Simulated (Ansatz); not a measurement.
Working through a rigid scan of one bond length of C3H6Ge, SMILES C#[C][GeH2][CH3]

Computed with Ansatz's Python interface.

Run as a notebook:

In [1]:
```python
import ansatz
from ase import Atoms
import numpy as np
```

In [2]:
```python
BASIS_SET = "def2-SVP"
XC = "pbe0"
DISPERSION = "d4"
```

In [3]:
```python
atoms = Atoms(["C", "C", "Ge", "C", "H", "H", "H", "H", "H", "H"], positions=[
    [1.0034, 2.0499, -1.3344],
    [0.2558, 1.3212, -0.7349],
    [-0.865, 0.1138, 0.214],
    [0.2642, -1.4791, 0.6346],
    [1.5677, 2.7644, -1.9014],
    [-1.3032, 0.7915, 1.5457],
    [-2.0373, -0.2662, -0.6282],
    [-0.4097, -2.1836, 1.1952],
    [1.0767, -1.2004, 1.2948],
    [0.5306, -1.9627, -0.2824],
])
mol = ansatz.Crystal.molecule_from_ase(atoms)
```

In [4]:
```python
symbols = [site.symbol for site in mol.cartesian_sites]
start = np.array([site.position_ang for site in mol.cartesian_sites])
axis = (start[7] - start[3]) / np.linalg.norm(start[7] - start[3])
moving = [7]
lengths, energies = [0.99, 1.035, 1.08, 1.125, 1.17, 1.215, 1.26, 1.327], []
for length in lengths:
    xyz = start.copy()
    xyz[moving] += (length - np.linalg.norm(start[7] - start[3])) * axis
    point = ansatz.Crystal.molecule()
    for symbol, place in zip(symbols, xyz):
        point = point.atom(symbol, place.tolist())
    calc = point.calculation().basis(gaussian=BASIS_SET).functional(XC, dispersion=DISPERSION)
    summary = calc.run(threads=1).report
    energies.append(summary["free_energy_ev"])
    print(f"r = {length:6.3f} A  E = {energies[-1]:.5f} eV  <S^2> = {abs(summary['mean_field']['state']['spin_squared']):.3f}")
```
```text
r =  0.990 A  E = -59704.33307 eV  <S^2> = 0.000
r =  1.035 A  E = -59704.51015 eV  <S^2> = 0.000
r =  1.080 A  E = -59704.58797 eV  <S^2> = 0.000
r =  1.125 A  E = -59704.58869 eV  <S^2> = 0.000
r =  1.170 A  E = -59704.52993 eV  <S^2> = 0.000
r =  1.215 A  E = -59704.42571 eV  <S^2> = 0.000
r =  1.260 A  E = -59704.28723 eV  <S^2> = 0.000
r =  1.327 A  E = -59704.03674 eV  <S^2> = 0.000
```

In [5]:
```python
fit = np.polynomial.Polynomial.fit(lengths, np.array(energies) - min(energies), 4).convert()
roots = [r.real for r in fit.deriv().roots() if abs(r.imag) < 1e-9 and fit.deriv(2)(r.real) > 0]
r_e = min(roots, key=lambda r: abs(r - lengths[int(np.argmin(energies))]))
print(f"minimum of the fit at {r_e:.4f} A, force constant {fit.deriv(2)(r_e):.2f} eV/A^2")
```
```text
minimum of the fit at 1.1025 A, force constant 33.60 eV/A^2
```

Reading the output:
- Total energies depend on the basis set; only differences at equal settings carry meaning.
- The rest of the molecule is held rigid at a force-field or estimated start geometry, and the basis set is modest; single-reference methods fail as a bond breaks.
- The orbitals are restricted, so S² is zero by construction.
- Hardware and time: 16 s on 1 thread of Intel(R) Xeon(R) 6975P-C (Granite Rapids), on a shared host, peak memory 0.29 GiB.
